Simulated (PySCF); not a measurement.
# C₅H₃BrO₂: spin-spin couplings

Aim: predict the spin-spin couplings of C₅H₃BrO₂ (`O=c1cccc(Br)o1`).

Programs: PySCF 2.14.0, with density-fitted response routines of our own. Each step states its level of theory. These are calculated values for one molecule in the gas phase, unless marked as measured. Atoms count from 0, in the outputs and in this text.

**1. The molecule as given**

11 atoms, charge 0, multiplicity 1; geometry from: GFN2-xTB.

Bonds of the start (Å): O0–C1 1.20, C1–C2 1.44, C2–C3 1.35, C3–C4 1.42, C4–C5 1.35, C5–Br6 1.89, C5–O7 1.32, O7–C1 1.41, C2–H8 1.08, C3–H9 1.08, C4–H10 1.08.

**2. Indirect couplings: B3LYP/pcSseg-1+pcJ-1**

What the job is given:

```
{"job": {"kind": "j", "xc": "B3LYP", "basis": "pcJ-1"}, "charge": 0, "multiplicity": 1}
O     -1.570007    -2.253762    -0.068561
C     -0.899993    -1.262040    -0.039730
C     -1.345943     0.111177    -0.025506
C     -0.470075     1.142289     0.007519
C      0.929518     0.896182     0.029412
C      1.317699    -0.398338     0.016142
Br     3.129431    -0.922135     0.041003
O      0.495274    -1.428185    -0.015379
H     -2.413055     0.258470    -0.043461
H     -0.816418     2.164413     0.017499
H      1.648995     1.694601     0.055099
```

With the program's defaults for keys left out, this is: B3LYP/pcJ-1 Br:pcSseg-1 indirect spin-spin coupling, non-relativistic, gas phase.

The run is started by

```
OMP_NUM_THREADS=1 python probes_run.py task.json out
```

One launch serves the whole session: the jobs run in the order shown.

Predict these results of the whole session: largest coupling of the table (B3LYP/pcSseg-1+pcJ-1).

The runs gave:

```
                                            quantity                     value
largest coupling of the table (B3LYP/pcSseg-1+pcJ-1)  ¹J(C,H) C4–H10, 186.2 Hz
```

**Reading.** Of the pairs tabulated at B3LYP/pcSseg-1+pcJ-1, C4–H10 couples most strongly (186.2 Hz; Fermi contact 184.7 Hz). Spin-orbit coupling is left out, which matters for shieldings and couplings at and beside the heavy atoms.
